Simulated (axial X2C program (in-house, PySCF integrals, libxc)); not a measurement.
# All-electron X2C curves of WH

Aim: find the lowest determinant of WH, scan the bond at several levels and fit the constants, once spin-free and once with spin–orbit coupling.

Program: an in-house X2C program for linear molecules on PySCF integrals. Level of theory: all-electron X2C, W dyall-cv3z, H dyall-v3z. These are calculated values, not measurements.

**1. Input**

Input file task.json:

```json
{
 "zs": [
  74,
  1
 ],
 "q": 0,
 "bas": [
  "dyall-cv3z",
  "dyall-v3z"
 ],
 "levels": [
  "PBE0",
  "HF",
  "BHandHLYP"
 ],
 "cc": true,
 "r0": 1.69,
 "thr": -1.0,
 "nmax": 90,
 "npts": 10,
 "nst": 2,
 "ntry": 6
}
```

Keys: zs atomic numbers; q charge; bas basis sets; levels methods (HF also brings MP2); cc coupled cluster on or off; r0 starting distance in Å; thr threshold in hartree for freezing inner shells (an s shell follows its p shell); nmax most natural virtual spinors; npts points asked for on the curve; nst determinants followed; ntry starts of the search.

Launch:

```
$ python so2c.py task.json out
```

Spin-free means the one-electron spin-free X2C Hamiltonian; two-component (2c) means X2C with spin–orbit coupling and atomic mean-field two-electron Coulomb and Gaunt terms. Basis: W dyall-cv3z contracted to [13s14p9d7f4g], H dyall-v3z contracted to [6s2p1d]; Gaussian nuclei, density fitting. Masses: W 183.951 u, H 1.008 u.

Notation: σ, π±, δ± give the projection m of an orbital's angular momentum (0, ±1, ±2), α and β its spin, Λ and M_S the sums; ω is the projection of a spinor's total angular momentum and Ω the sum. Logs are in hartree.

The results follow Hamiltonian by Hamiltonian and level by level.

**2. Search for the lowest determinant**

Determinants are compared with PBE0 at 1.690 Å.

Spin-free determinants:

```
ΔE (eV)             state                                   open shells
   0.00  M_S = 5/2, Λ = 0  beyond closed shells: σα, π+α, π-α, δ+α, δ-α
   1.21  M_S = 3/2, Λ = 2           beyond closed shells: π+α, π-α, δ+α
   1.46  M_S = 3/2, Λ = 1           beyond closed shells: π+α, δ+α, δ-α
   1.72  M_S = 3/2, Λ = 0  beyond closed shells: σβ, π+α, π-α, δ+α, δ-α
   1.99  M_S = 5/2, Λ = 1   beyond closed shells: 2 × σα, π+α, δ+α, δ-α
   2.34  M_S = 5/2, Λ = 2   beyond closed shells: 2 × σα, π+α, π-α, δ+α
   2.62  M_S = 1/2, Λ = 5           beyond closed shells: π+α, δ+α, δ+β
```

Two-component determinants:

| ΔE (eV) | state | open shells |
| --- | --- | --- |
| 0.00 | Ω = 5/2 | excess of +ω over −ω: ω = 5/2 |
| 0.91 | Ω = 1/2 | excess of +ω over −ω: ω = 1/2 |
| 1.32 | Ω = 1/2 | excess of +ω over −ω: ω = -1/2, ω = -3/2, ω = 5/2 |
| 1.49 | Ω = 7/2 | excess of +ω over −ω: ω = -1/2, ω = 3/2, ω = 5/2 |
| 1.62 | Ω = 3/2 | excess of +ω over −ω: ω = 1/2, ω = -3/2, ω = 5/2 |
| 1.71 | Ω = 3/2 | excess of +ω over −ω: ω = 3/2 |
| 1.72 | Ω = 3/2 | excess of +ω over −ω: 2 × ω = -1/2, ω = 5/2 |

**3. PBE0, spin-free**

State followed: M_S = 5/2, Λ = 0 (beyond closed shells: σα, π+α, π-α, δ+α, δ-α). The scan is laid around 1.705 Å, a first estimate of the minimum, and this SCF restarts from the orbitals of the search.

The SCF at the reference distance of 1.705 Å:

```text
spin-free X2C-1e  PBE0
basis functions 202  fitting functions 987  grid points 5072
iter        total energy     max residual
   1     -16143.770012107     1.24e+01
   2     -16144.087401774     8.87e-02
   3     -16144.088092520     7.32e-02
   4     -16144.088205723     8.91e-03
   5     -16144.088233810     1.06e-02
   6     -16144.088240391     2.48e-03
   7     -16144.088240575     2.58e-04
   8     -16144.088240703     4.89e-04
   9     -16144.088240710     9.61e-05
  10     -16144.088240710     9.94e-07
converged
one-electron -22200.99875515  Coulomb 6362.93697256  exact exchange -80.97004122  xc functional -248.02363896  nuclear repulsion 22.96722206
```

Along the bond, energies from the lowest point:

```csv
R (Å),E (eV),μ (D),HOMO (eV),LUMO (eV),iterations
1.483,0.4632,-1.64,-5.49,-1.66,45
1.552,0.1996,-1.73,-5.55,-1.68,35
1.603,0.0819,-1.81,-5.60,-1.69,28
1.654,0.0186,-1.88,-5.64,-1.71,22
1.705,0.0000,-1.96,-5.69,-1.76,10
1.765,0.0235,-2.05,-5.74,-1.86,22
1.824,0.0856,-2.15,-5.79,-1.95,16
1.901,0.2077,-2.27,-5.85,-2.07,15
1.995,0.4022,-2.42,-5.92,-2.22,16
2.131,0.7360,-2.64,-6.01,-2.42,15
```

Dipoles are positive if H is the positive end.

Outer orbitals at the reference distance:

```csv
symmetry,occupied,ε (eV),atomic character
σβ,yes,-35.36,100% W f
π-β,yes,-35.32,100% W f
π+β,yes,-35.32,100% W f
δ-β,yes,-35.24,100% W f
δ+β,yes,-35.24,100% W f
φ+β,yes,-35.24,100% W f
φ-β,yes,-35.24,100% W f
σα,yes,-8.91,"50% H s, 24% W s, 21% W d"
σβ,yes,-8.32,"57% H s, 19% W d, 17% W s"
σα,yes,-6.19,"49% W s, 41% W d, 5% W p"
π-α,yes,-5.77,"96% W d, 3% H p"
π+α,yes,-5.77,"96% W d, 3% H p"
δ-α,yes,-5.69,100% W d
δ+α,yes,-5.69,100% W d
σα,no,-1.76,"62% W p, 23% W d, 8% H s"
σβ,no,-1.74,"63% W s, 17% W d, 15% W p"
π+α,no,-0.97,98% W p
π-α,no,-0.97,98% W p
```

PBE0 fields in the half plane through the axis: z from -2.4 to 3.9 Å across, distance from the axis 0.15 to 2.25 Å upwards; W lies at z = 0 and H at z = 1.705 Å; the ELF is damped to zero where the density is low.

log10 density (e/bohr³). Ten even steps from '0' (-5.36 ) to '9' (1.80 ):
```
1222333333333222211000
2223334444333332221100
2233444444444333322110
2334445555444443332211
2334455555555444433211
2334456666655554433221
2334566787665555443321
2334567898766665543321
```

ELF. Ten even steps from ' ' (0.00 ) to '@' (1.00 ):
```
      ::--------::::....                    
    ..--==++====----::......                
  ..::==++++++====----::::::::::..          
  ..::==++++++====--------==++****==..      
    ..--==++++======----==**%%@@@@%%==      
      ..::--++++++++==--++%%@@@@@@@@%%::    
        ..--**==--==++--##@@@@@@@@@@@@++    
          --++++::++==--%%@@@@@@@@@@@@**    
```

Re = 1.704 Å, ωe = 1939 cm⁻¹, ωexe = 28.6 cm⁻¹, Be = 5.792 cm⁻¹, De = 2.83 eV, μ = -1.96 D.

**4. HF, spin-free**

The SCF at the reference distance of 1.705 Å:

```text
spin-free X2C-1e  HF
basis functions 202  fitting functions 987  grid points 5072
iter        total energy     max residual
   1     -16138.974725417     1.06e+00
   2     -16139.013798982     2.24e-02
   3     -16139.015299124     1.34e-01
   4     -16139.017432542     1.73e-02
   5     -16139.017601126     1.95e-03
   6     -16139.017689520     6.06e-03
   7     -16139.017704753     2.39e-03
   8     -16139.017711612     6.02e-04
   9     -16139.017713091     7.33e-04
  10     -16139.017713832     1.99e-04
  11     -16139.017714051     6.59e-05
  12     -16139.017714084     5.07e-05
  13     -16139.017714087     9.68e-06
  14     -16139.017714087     4.00e-06
  15     -16139.017714087     3.64e-06
  16     -16139.017714087     7.73e-07
converged
one-electron -22203.25790854  Coulomb 6365.38065099  exact exchange -324.10767859  xc functional 0.00000000  nuclear repulsion 22.96722206
```

Re = 1.750 Å, ωe = 1848 cm⁻¹, ωexe = 25.2 cm⁻¹, Be = 5.492 cm⁻¹, De = 1.77 eV, μ = -2.41 D.

**5. BHandHLYP, spin-free**

Output at 1.705 Å:

```text
spin-free X2C-1e  BHandHLYP
basis functions 202  fitting functions 987  grid points 5072
iter        total energy     max residual
   1     -16144.096791039     3.62e-01
   2     -16144.100594705     1.08e-02
   3     -16144.100678050     7.23e-02
   4     -16144.101136814     4.38e-03
   5     -16144.101151956     1.16e-03
   6     -16144.101159699     1.71e-03
   7     -16144.101160535     1.57e-04
   8     -16144.101160715     2.08e-04
   9     -16144.101160743     2.03e-05
  10     -16144.101160745     3.66e-06
converged
one-electron -22202.03182713  Coulomb 6364.02816226  exact exchange -161.97953255  xc functional -167.08518538  nuclear repulsion 22.96722206
```

Re = 1.711 Å, ωe = 1939 cm⁻¹, ωexe = 26.9 cm⁻¹, Be = 5.745 cm⁻¹, De = 3.01 eV, μ = -2.13 D.

**6. MP2 and beyond, spin-free**

Correlated methods: 7 electrons correlated (frozen shells, counted by type: W 5 s, 4 p, 2 d, 1 f; H none), 247 virtual spinors in MP2, 79 natural virtuals in coupled cluster.

Output of the correlated part at 1.705 Å:

```text
correlated 7  virtual 247  natural virtual 79  E(MP2) -0.103910795  MP2 remainder -0.002054333
iter   CCSD correlation   residual
   1     -0.112144841   8.21e-02
   2     -0.116197219   3.79e-02
   3     -0.117103342   1.62e-02
   4     -0.117396349   7.71e-03
   5     -0.117451745   2.65e-03
   6     -0.117461428   1.00e-03
   7     -0.117465721   3.72e-04
   8     -0.117463746   1.44e-04
   9     -0.117463285   6.46e-05
  10     -0.117463260   2.53e-05
  11     -0.117463497   8.54e-06
  12     -0.117463508   3.40e-06
(T) -0.003960155  T1 0.0373  D1 0.0664  max T2 0.048
```

T1 in the output is the amplitude norm over the root of the electron number; divide by √2 for the Lee–Taylor value.

MP2: Re = 1.709 Å, ωe = 1954 cm⁻¹, Be = 5.761 cm⁻¹, De = 2.61 eV.

CCSD: Re = 1.722 Å, ωe = 1904 cm⁻¹, ωexe = 28.5 cm⁻¹, Be = 5.671 cm⁻¹, De = 2.79 eV. T1 at Re = 0.027 (Lee–Taylor, the printed value over √2).

CCSD(T): Re = 1.721 Å, ωe = 1904 cm⁻¹, ωexe = 29 cm⁻¹, Be = 5.679 cm⁻¹, De = 2.83 eV. T1 at Re = 0.027 (Lee–Taylor, the printed value over √2).

**7. A higher determinant, spin-free**

State: M_S = 3/2, Λ = 2 (beyond closed shells: π+α, π-α, δ+α).

Output at the reference distance:

```text
spin-free X2C-1e  PBE0
basis functions 202  fitting functions 987  grid points 5072
iter        total energy     max residual
   1     -16143.719273981     1.14e+01
   2     -16144.042498626     9.30e-02
   3     -16144.043243499     7.67e-02
   4     -16144.043370224     9.21e-03
   5     -16144.043399044     1.09e-02
   6     -16144.043407006     2.71e-03
   7     -16144.043407238     1.23e-04
   8     -16144.043407341     6.12e-04
   9     -16144.043407359     8.37e-05
  10     -16144.043407362     3.19e-05
  11     -16144.043407363     1.47e-06
converged
one-electron -22196.36396354  Coulomb 6358.18160703  exact exchange -80.92304605  xc functional -247.90522686  nuclear repulsion 22.96722206
```

```
R (Å)  E above the lowest PBE0 point (eV)
1.483                               1.520
1.552                               1.313
1.603                               1.234
1.654                               1.206
1.705                               1.220
1.765                               1.278
1.824                               1.370
1.901                               1.526
1.995                               1.753
```

Re = 1.661 Å, ωe = 2044 cm⁻¹, ωexe = 31.4 cm⁻¹, Be = 6.099 cm⁻¹, μ = -1.36 D. Te = 1.21 eV.

**8. The spin-free curves together**

Energy (eV) of the followed determinant, spin-free, from each level's lowest point:

| R (Å) | PBE0 | HF | MP2 | CCSD | CCSD(T) | BHandHLYP |
| --- | --- | --- | --- | --- | --- | --- |
| 1.483 | 0.463 | 0.645 | 0.489 | n/a | n/a | 0.494 |
| 1.552 | 0.200 | 0.323 | 0.215 | 0.244 | 0.241 | 0.219 |
| 1.603 | 0.082 | 0.165 | 0.091 | 0.110 | 0.108 | 0.094 |
| 1.654 | 0.019 | 0.065 | 0.023 | 0.032 | 0.031 | 0.024 |
| 1.705 | 0.000 | 0.012 | 0.000 | 0.000 | 0.000 | 0.000 |
| 1.765 | 0.024 | 0.000 | 0.020 | 0.009 | 0.010 | 0.018 |
| 1.824 | 0.086 | 0.030 | 0.081 | 0.059 | 0.061 | 0.077 |
| 1.901 | 0.208 | 0.117 | 0.204 | 0.167 | 0.169 | 0.196 |
| 1.995 | 0.402 | 0.277 | 0.403 | n/a | n/a | 0.389 |
| 2.131 | 0.736 | 0.573 | 0.754 | n/a | n/a | 0.728 |

**9. PBE0, 2c**

State followed: Ω = 5/2 (excess of +ω over −ω: ω = 5/2). The scan is laid around 1.705 Å, a first estimate of the minimum, and this SCF restarts from the orbitals of the search.

Output at 1.705 Å:

```text
two-component X2C + atomic mean field  PBE0
basis functions 202  fitting functions 987  grid points 5072
iter        total energy     max residual
   1     -16142.510976093     1.12e+01
   2     -16142.830403973     8.10e-02
   3     -16142.831102041     6.70e-02
   4     -16142.831215138     7.92e-03
   5     -16142.831243298     9.75e-03
   6     -16142.831249911     2.26e-03
   7     -16142.831250097     2.54e-04
   8     -16142.831250231     4.44e-04
   9     -16142.831250238     8.70e-05
  10     -16142.831250239     9.49e-07
converged
one-electron -22183.08382510  Coulomb 6360.21184308  exact exchange -80.94083463  xc functional -247.97864286  nuclear repulsion 22.96722206  atomic mean-field constant -14.00701278
```

Along the bond, energies from the lowest point:

| R (Å) | E (eV) | μ (D) | HOMO (eV) | LUMO (eV) | iterations |
| --- | --- | --- | --- | --- | --- |
| 1.483 | 0.4594 | -1.63 | -5.21 | -1.71 | 48 |
| 1.552 | 0.1975 | -1.73 | -5.27 | -1.73 | 38 |
| 1.603 | 0.0808 | -1.80 | -5.32 | -1.74 | 30 |
| 1.654 | 0.0181 | -1.88 | -5.36 | -1.76 | 23 |
| 1.705 | 0.0000 | -1.96 | -5.40 | -1.79 | 10 |
| 1.765 | 0.0239 | -2.05 | -5.45 | -1.89 | 23 |
| 1.824 | 0.0861 | -2.14 | -5.50 | -1.98 | 16 |
| 1.901 | 0.2083 | -2.27 | -5.56 | -2.10 | 16 |
| 1.995 | 0.4027 | -2.42 | -5.63 | -2.25 | 15 |
| 2.131 | 0.7362 | -2.63 | -5.71 | -2.45 | 16 |

Dipoles are positive if H is the positive end.

Outer spinors at the reference distance:

| ω | occupied | ε (eV) | atomic character | λ mixture |
| --- | --- | --- | --- | --- |
| 7/2 | yes | -34.77 | 100% W f | 100% φ |
| 5/2 | yes | -34.74 | 100% W f | 79% δ, 21% φ |
| 3/2 | yes | -34.68 | 100% W f | 62% π, 38% δ |
| 1/2 | yes | -34.66 | 100% W f | 52% π, 48% σ |
| -1/2 | yes | -34.63 | 100% W f | 64% σ, 36% π |
| -3/2 | yes | -34.55 | 100% W f | 77% π, 23% δ |
| -5/2 | yes | -34.43 | 100% W f | 89% δ, 11% φ |
| -7/2 | yes | -34.38 | 100% W f | 100% φ |
| 1/2 | yes | -8.91 | 50% H s, 24% W s, 21% W d | 100% σ |
| -1/2 | yes | -8.35 | 56% H s, 20% W d, 16% W s | 100% σ |
| 1/2 | yes | -6.19 | 50% W s, 41% W d, 5% W p | 100% σ |
| -3/2 | yes | -5.97 | 100% W d | 99% δ, 1% π |
| -1/2 | yes | -5.92 | 95% W d, 3% H p | 98% π, 2% σ |
| 3/2 | yes | -5.65 | 96% W d, 3% H p | 99% π, 1% δ |
| 5/2 | yes | -5.40 | 100% W d | 100% δ |
| 1/2 | no | -1.79 | 62% W p, 24% W d, 8% H s | 98% σ, 2% π |
| -1/2 | no | -1.78 | 62% W s, 18% W p, 15% W d | 97% σ, 3% π |
| -1/2 | no | -1.12 | 92% W p, 4% W d, 2% H p | 94% π, 6% σ |
| 3/2 | no | -0.83 | 98% W p | 100% π |

PBE0 fields in the half plane through the axis: z from -2.4 to 3.9 Å across, distance from the axis 0.15 to 2.25 Å upwards; W lies at z = 0 and H at z = 1.705 Å; the ELF is damped to zero where the density is low.

log10 density (e/bohr³). Ten even steps from '0' (-5.36 ) to '9' (1.80 ):
```
1222333333333222211000
2223334444333332221100
2233444444444333322110
2334445555444443332211
2334455555555444433211
2334456666655554433221
2334566787665555443321
2334567898766665543321
```

ELF. Ten even steps from '0' (0.00 ) to '9' (1.00 ):
```
0001333322110000000000
0013444433211100000000
0124555443322222100000
0124555443323456641000
0013445444334689984000
0001235555435899998200
0000136434537999999500
0000035525438999999600
```

Re = 1.703 Å, ωe = 1937 cm⁻¹, ωexe = 28.6 cm⁻¹, Be = 5.796 cm⁻¹, De = 2.82 eV, μ = -1.96 D.

**10. HF, 2c**

The SCF at the reference distance of 1.705 Å:

```text
two-component X2C + atomic mean field  HF
basis functions 202  fitting functions 987  grid points 5072
iter        total energy     max residual
   1     -16137.675111259     1.05e+00
   2     -16137.714406152     2.36e-02
   3     -16137.715957760     1.34e-01
   4     -16137.718124522     1.81e-02
   5     -16137.718324854     2.42e-03
   6     -16137.718438943     7.13e-03
   7     -16137.718458143     2.84e-03
   8     -16137.718466280     6.85e-04
   9     -16137.718467967     8.28e-04
  10     -16137.718468783     2.15e-04
  11     -16137.718469018     8.08e-05
  12     -16137.718469056     6.05e-05
  13     -16137.718469061     1.11e-05
  14     -16137.718469062     1.05e-05
  15     -16137.718469063     9.47e-06
  16     -16137.718469063     2.45e-06
converged
one-electron -22185.28692479  Coulomb 6362.59912867  exact exchange -323.99088222  xc functional 0.00000000  nuclear repulsion 22.96722206  atomic mean-field constant -14.00701278
```

Re = 1.749 Å, ωe = 1849 cm⁻¹, ωexe = 25.1 cm⁻¹, Be = 5.499 cm⁻¹, De = 1.77 eV, μ = -2.38 D.

**11. BHandHLYP, 2c**

Output at 1.705 Å:

```text
two-component X2C + atomic mean field  BHandHLYP
basis functions 202  fitting functions 987  grid points 5072
iter        total energy     max residual
   1     -16142.828946110     3.62e-01
   2     -16142.832858020     1.06e-02
   3     -16142.832993484     7.58e-02
   4     -16142.833492583     7.39e-03
   5     -16142.833543197     2.30e-03
   6     -16142.833589567     6.78e-03
   7     -16142.833599301     1.56e-03
   8     -16142.833604122     1.43e-03
   9     -16142.833605999     1.18e-03
  10     -16142.833606555     2.93e-04
  11     -16142.833606689     1.46e-04
  12     -16142.833606714     9.72e-05
  13     -16142.833606719     1.13e-05
converged
one-electron -22184.08128908  Coulomb 6361.26393377  exact exchange -161.91894213  xc functional -167.05751856  nuclear repulsion 22.96722206  atomic mean-field constant -14.00701278
```

Re = 1.710 Å, ωe = 1936 cm⁻¹, ωexe = 26.9 cm⁻¹, Be = 5.75 cm⁻¹, De = 2.97 eV, μ = -2.12 D.

**12. Correlated methods, 2c**

Correlated methods: 7 electrons correlated (frozen shells, counted by type: W 5 s, 4 p, 2 d, 1 f; H none), 247 virtual spinors in MP2, 80 natural virtuals in coupled cluster.

Output of the correlated part at 1.705 Å:

```text
correlated 7  virtual 247  natural virtual 80  E(MP2) -0.104117703  MP2 remainder -0.002218793
iter   CCSD correlation   residual
   1     -0.112235710   8.21e-02
   2     -0.116304866   3.78e-02
   3     -0.117190827   1.61e-02
   4     -0.117476326   7.62e-03
   5     -0.117530190   2.66e-03
   6     -0.117540457   1.00e-03
   7     -0.117544656   3.64e-04
   8     -0.117542769   1.41e-04
   9     -0.117542388   6.20e-05
  10     -0.117542392   2.38e-05
  11     -0.117542616   7.84e-06
  12     -0.117542627   3.08e-06
(T) -0.003955564  T1 0.0370  D1 0.0659  max T2 0.048
```

MP2: Re = 1.708 Å, ωe = 1952 cm⁻¹, Be = 5.763 cm⁻¹, De = 2.61 eV.

CCSD: Re = 1.721 Å, ωe = 1899 cm⁻¹, ωexe = 26.8 cm⁻¹, Be = 5.677 cm⁻¹, De = 2.79 eV. T1 at Re = 0.026 (Lee–Taylor, the printed value over √2).

CCSD(T): Re = 1.720 Å, ωe = 1899 cm⁻¹, ωexe = 27.5 cm⁻¹, Be = 5.684 cm⁻¹, De = 2.83 eV. T1 at Re = 0.026 (Lee–Taylor, the printed value over √2).

**13. A higher determinant, 2c**

State: Ω = 1/2 (excess of +ω over −ω: ω = 1/2).

Output at the reference distance:

```text
two-component X2C + atomic mean field  PBE0
basis functions 202  fitting functions 987  grid points 5072
iter        total energy     max residual
   1     -16142.470682727     1.04e+01
   2     -16142.796429254     8.57e-02
   3     -16142.797186519     7.07e-02
   4     -16142.797314405     8.54e-03
   5     -16142.797343531     1.01e-02
   6     -16142.797351627     2.50e-03
   7     -16142.797351864     1.26e-04
   8     -16142.797351976     5.64e-04
   9     -16142.797351994     7.62e-05
  10     -16142.797351998     3.61e-05
  11     -16142.797351999     1.11e-06
converged
one-electron -22178.68913020  Coulomb 6355.68895963  exact exchange -80.89445860  xc functional -247.86293211  nuclear repulsion 22.96722206  atomic mean-field constant -14.00701278
```

| R (Å) | E above the lowest PBE0 point (eV) |
| --- | --- |
| 1.483 | 1.228 |
| 1.552 | 1.020 |
| 1.603 | 0.939 |
| 1.654 | 0.910 |
| 1.705 | 0.922 |
| 1.765 | 0.978 |
| 1.824 | 1.069 |
| 1.901 | 1.221 |
| 1.995 | 1.444 |

Re = 1.663 Å, ωe = 2031 cm⁻¹, ωexe = 31.6 cm⁻¹, Be = 6.083 cm⁻¹, μ = -1.33 D. Te = 0.91 eV.

**14. The 2c curves together**

Energy (eV) of the followed determinant, 2c, from each level's lowest point:

```csv
R (Å),PBE0,HF,MP2,CCSD,CCSD(T),BHandHLYP
1.483,0.459,0.638,0.486,n/a,n/a,0.489
1.552,0.198,0.318,0.214,0.241,0.238,0.216
1.603,0.081,0.162,0.090,0.108,0.106,0.092
1.654,0.018,0.063,0.022,0.031,0.030,0.023
1.705,0.000,0.011,0.000,0.000,0.000,0.000
1.765,0.024,0.000,0.021,0.010,0.011,0.019
1.824,0.086,0.031,0.081,0.060,0.061,0.077
1.901,0.208,0.119,0.204,0.168,0.170,0.197
1.995,0.403,0.280,0.403,n/a,n/a,0.391
2.131,0.736,0.577,0.754,n/a,n/a,0.729
```

Time for the job: 3.7 min (1 thread of Arm Neoverse V1, shared host); peak memory 0.44 GiB.

**15. What came out**

Lowest determinant that the search found at its distance, spin-free: M_S = 5/2, Λ = 0 (beyond closed shells: σα, π+α, π-α, δ+α, δ-α).

Lowest determinant that the search found at its distance, 2c: Ω = 5/2 (excess of +ω over −ω: ω = 5/2).

```json
{"Hamiltonian": "spin-free", "level": "PBE0", "Re (Å)": "1.704", "ωe (cm⁻¹)": "1939", "De (eV)": "2.83", "μ (D)": "-1.96"}
{"Hamiltonian": "spin-free", "level": "HF", "Re (Å)": "1.750", "ωe (cm⁻¹)": "1848", "De (eV)": "1.77", "μ (D)": "-2.41"}
{"Hamiltonian": "spin-free", "level": "MP2", "Re (Å)": "1.709", "ωe (cm⁻¹)": "1954", "De (eV)": "2.61", "μ (D)": "n/a"}
{"Hamiltonian": "spin-free", "level": "CCSD", "Re (Å)": "1.722", "ωe (cm⁻¹)": "1904", "De (eV)": "2.79", "μ (D)": "n/a"}
{"Hamiltonian": "spin-free", "level": "CCSD(T)", "Re (Å)": "1.721", "ωe (cm⁻¹)": "1904", "De (eV)": "2.83", "μ (D)": "n/a"}
{"Hamiltonian": "spin-free", "level": "BHandHLYP", "Re (Å)": "1.711", "ωe (cm⁻¹)": "1939", "De (eV)": "3.01", "μ (D)": "-2.13"}
{"Hamiltonian": "2c", "level": "PBE0", "Re (Å)": "1.703", "ωe (cm⁻¹)": "1937", "De (eV)": "2.82", "μ (D)": "-1.96"}
{"Hamiltonian": "2c", "level": "HF", "Re (Å)": "1.749", "ωe (cm⁻¹)": "1849", "De (eV)": "1.77", "μ (D)": "-2.38"}
{"Hamiltonian": "2c", "level": "MP2", "Re (Å)": "1.708", "ωe (cm⁻¹)": "1952", "De (eV)": "2.61", "μ (D)": "n/a"}
{"Hamiltonian": "2c", "level": "CCSD", "Re (Å)": "1.721", "ωe (cm⁻¹)": "1899", "De (eV)": "2.79", "μ (D)": "n/a"}
{"Hamiltonian": "2c", "level": "CCSD(T)", "Re (Å)": "1.720", "ωe (cm⁻¹)": "1899", "De (eV)": "2.83", "μ (D)": "n/a"}
{"Hamiltonian": "2c", "level": "BHandHLYP", "Re (Å)": "1.710", "ωe (cm⁻¹)": "1936", "De (eV)": "2.97", "μ (D)": "-2.12"}
```

Dipoles are positive if H is the positive end.

Time per point (s) on 1 thread of Arm Neoverse V1, shared host (2c runs; CCSD comes with the CCSD(T) run); the times are rough: PBE0 1.8, HF 1.6, MP2 1.7, CCSD(T) 3.9, BHandHLYP 2.

What this shows: At CCSD(T), going from spin-free to two-component changes Re by -1 mÅ, ωe by -0.3 %, which is small (part of it comes from the scalar share of the two-electron terms). De moves by 0.00 eV; both De rest on single-determinant atoms, which can miss part of an open shell's spin–orbit lowering.

De refers to W + H, each in the lowest determinant found, which need not be this curve's own limit. The state is a single determinant with fixed occupations, the lowest that a limited PBE0 search found. De is counted from the lowest determinant-based energies of the atoms at the same level, without counterpoise correction. Density functionals use the spin component along the axis (collinear). CCSD and (T) use frozen natural virtuals with an MP2 correction for the truncation. With several unpaired electrons one determinant need not be a pure state. With the outer-core shells frozen, correlated bond lengths of heavy atoms tend to come out a few hundredths of an ångström too long. T1 at Re is 0.027 (Lee–Taylor), above the customary mark of 0.02.
